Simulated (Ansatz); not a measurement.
# CHGaGe (singlet): wave-function methods side by side at a displaced geometry (v1), cc-pVDZ

An exercise on one series of results from a longer session: the logs are not shown, and one member is left open.

Method: cc-pVDZ, core rule «outside noble gas», up to 29 orbitals frozen; program: Ansatz 0.2.0, Gaussian basis.

Plan: UHF; CCSD(T) on RHF; CCSD(T) on UHF; BCCD(T) on RHF; CISD; CCSDT(Q) on RHF; CCSDT(Q) on UHF; CASSCF and MRCISD+Q, 8 electrons in 8 orbitals; CASSCF and NEVPT2, 8 electrons in 8 orbitals.

21 further runs of the same task are left out: 1 for a known fault of the program, 11 that didn't finish, 9 set aside as unsound or not needed.

### The system

The geometry is a PBE0/def2-TZVP stationary point (not a proven minimum) with its atoms shifted at random (size 0.040 Å). No spin-orbit coupling is included. The filled d shell of Ga, Ge may be among the frozen orbitals whatever the setting's name suggests; the logs give the count.

4 atoms, charge 0, spin multiplicity 1.

Atoms are counted from 1 here; the program's logs count them from 0.

Bond lengths: Ga1–C2 1.792 Å, Ga1–H4 1.507 Å, C2–Ge3 1.839 Å. Angles: C2–Ga1–H4 175.8°, Ga1–C2–Ge3 115.1°.

Coordinates:

| atom | x (Å) | y (Å) | z (Å) |
| --- | --- | --- | --- |
| Ga1 | -0.02161 | 0.02575 | 1.54177 |
| C2 | -0.02244 | -0.90350 | 0.00968 |
| Ge3 | 0.02552 | 0.11464 | -1.52137 |
| H4 | -0.07725 | 0.72328 | 2.87602 |

Set-up of the first run:

The input, in.yaml:

```yaml
crystal:
  periodic: [false, false, false]
  atoms:
    - {symbol: Ga, position_ang: [-0.021608, 0.025748, 1.541770]}
    - {symbol: C, position_ang: [-0.022441, -0.903501, 0.009681]}
    - {symbol: Ge, position_ang: [0.025523, 0.114640, -1.521365]}
    - {symbol: H, position_ang: [-0.077254, 0.723279, 2.876020]}
basis:
  gaussian: {orbitals: cc-pVDZ}
magnetization: {spin_polarized: true, initial_magnetization: 0}
hamiltonian: {xc: hf}
output: {orbitals: {seedname: orbitals}}
```

Run with:

```console
$ ansatz run in.yaml --threads 1 --pin off --events-out ev --progress --plain --max-ram 2393MiB
```

Among the steps run: UHF; CCSD(T) on RHF; CCSD(T) on UHF; BCCD(T) on RHF; CISD; CCSDT(Q) on RHF; CCSDT(Q) on UHF; CASSCF and MRCISD+Q, 8 electrons in 8 orbitals; CASSCF and NEVPT2, 8 electrons in 8 orbitals.

One table of the session follows, with a row left open; its other results are not shown here.

| method | from RCCSDT(Q) (kJ/mol) |
| --- | --- |
| RHF | +820.0 |
| UHF | +817.7 |
| RMP2 | +94.2 |
| RCCSD | +57.8 |
| RCCSD(T) | +7.2 |
| BCCD(T) | +6.6 |
| RCCSDT | +6.1 |
| RCCSDT(Q) | 0 |
| CASSCF frontier | +509.7 |
| NEVPT2 frontier | +136.8 |
| MRCISD frontier | +59.5 |
| MRCISD+Q frontier | ? |

Q: Estimate the row for MRCISD+Q frontier from the others.

**Answer.** from RCCSDT(Q) (kJ/mol): +9.7. In the column «from RCCSDT(Q) (kJ/mol)» it lies between RCCSD(T) (+7.2) and RCCSD (+57.8).

Not comparable, so not listed: CCSD(T) on UHF; CCSDT(Q) on UHF (they don't share determinant, frozen orbitals or solution with the rows shown, or repeat one).

Caveats from the session: Warnings: restricted reference is unstable; spin contamination; large T1 diagnostic.
